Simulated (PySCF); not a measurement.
**BGeH6P: geometry, electronic excitations**

Aim: predict the electronic excitations of BGeH6P (`B[PH][GeH3]`).

The runs use PySCF 2.14.0, with density-fitted response routines of our own; the level of theory stands in each step. All values are computed, except where a source is named. Atoms are numbered from 0 throughout.

## (1) The starting structure

9 atoms, charge 0, multiplicity 1; geometry from: GFN2-xTB. The atoms were then displaced at random by about 0.01 Å, so the start is not that level's minimum.

Bonds of the start (Å): B0–P1 1.83, P1–Ge2 2.27, B0–H3 1.14, B0–H4 1.20, P1–H5 1.38, Ge2–H6 1.51, Ge2–H7 1.53, Ge2–H8 1.49.

## (2) Geometry optimisation at PBE0-D3(BJ)/def2-SVP

The job: settings as JSON, then the geometry in Å.

```
{"job": {"xc": "PBE0", "basis": "def2-SVP", "d3": "d3bj", "grid": 1, "shake": 0.01, "kind": "geom"}, "charge": 0, "multiplicity": 1}
B     -1.715540    -0.377350    -0.280480
P     -0.625300     0.301700     1.023070
Ge     1.339860     0.424510    -0.110610
H     -2.375800    -1.283890    -0.090690
H     -1.851290     0.244270    -1.292170
H     -0.338230    -0.824050     1.765070
H      1.801150    -0.779730    -0.897340
H      2.474640     0.687500     0.883700
H      1.348320     1.589890    -1.034260
```

Launch:

```console
$ OMP_NUM_THREADS=1 python probes_run.py task.json out
```

This one command runs all jobs of the session in turn.

**Question.** This job is followed by: TDDFT PBE0/aug-cc-pVTZ, vertical, gas phase, core orbitals frozen in the response; TDDFT PBE0/def2-TZVPD, vertical, gas phase, core orbitals frozen in the response. What will the session give for the following? point group; rotational constants (main isotopes); lowest singlet (PBE0/aug-cc-pVTZ); lowest triplet; range of the lowest singlet.

**Answer**, as computed:

```
                            quantity                        value
                         point group                           C1
rotational constants (main isotopes)        14.17, 2.49, 2.22 GHz
   lowest singlet (PBE0/aug-cc-pVTZ)  4.62 eV (268 nm), f = 0.082
                      lowest triplet                      3.28 eV
         range of the lowest singlet              4.62 to 4.62 eV
```

**Reading.** The start of the PBE0/def2-SVP relaxation was shaken at random by about 0.01 Å, so part of the energy gained, and of the first lengths quoted, undoes that. Relaxing lowered the energy by 0.219 eV in 10 steps; the close pair that moved most is B0–H3, from 1.137 to 1.206 Å. The first singlet state (HOMO→LUMO 0.93) lies at 4.62 eV and is bright. The lowest triplet lies 1.34 eV below the lowest singlet (triplets in Tamm-Dancoff, singlets in full TDDFT).
